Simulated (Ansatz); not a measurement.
Crystal: CsLiCr2Te2S3.

```xyz
9
Lattice="7.2896 -2.1043 0.0177 7.2896 2.1043 0.0177 -2.5332 0.0000 7.2810" Properties=species:S:1:pos:R:3 pbc="T T T"
Cs    7.2896    0.0000    0.0177
Li   -1.2666    0.0000    3.6405
Cr    3.6953    0.0000    3.1643
Cr    8.3507    0.0000    4.1521
Te   11.3199    0.0000    1.2975
Te    0.7262    0.0000    6.0190
S     1.3789    0.0000    2.8973
S    10.6672    0.0000    4.4191
S     6.0230    0.0000    3.6582
```

The cell was built by a generator and needn't be a form met in nature.

Base run:

| Property | Result |
| --- | --- |
| Program | Ansatz 0.2.0 |
| Functional | PBE |
| Potentials or basis | Ansatz PAW |
| Cutoff | 420 eV |
| Density cutoff | 1680 eV |
| k mesh | 7 × 7 × 4 |
| Occupations | fermi-dirac, width 0.05 eV |
| Spin | collinear spin, ferromagnetic start |
| Starting moments | [0.0, 0.0, 3.0, 3.0, 0.0, 0.0, 0.0, 0.0, 0.0] μB |
| Hubbard terms | Cr d U = 4 eV |

Its results: band gap on the k mesh none (metal or under the smearing width); pressure 3.1 GPa; net moment 6.19 μB per cell; site moments Cs -0.00; Li +0.00; Cr +3.16; Te -0.16; S -0.25, -0.05 μB; largest force 0.634 eV/Å.

The run is repeated on the same cell with these changes: hubbard terms from Cr d U = 4 eV to Cr d U = 6 eV. What comes out?

Band gap on the k mesh none (metal or under the smearing width); pressure 4.6 GPa; net moment 6.48 μB per cell; site moments Cs -0.01; Li +0.00; Cr +3.33; Te -0.16; S -0.29, -0.07 μB; largest force 0.886 eV/Å.

Caveats: the magnetic or orbital state may not be the lowest; only a ferromagnetic start was run, and an antiferromagnetic order may lie lower in energy; the density of states is complete only up to the lowest level of the last band computed.

Not every run made on this cell is shown here.
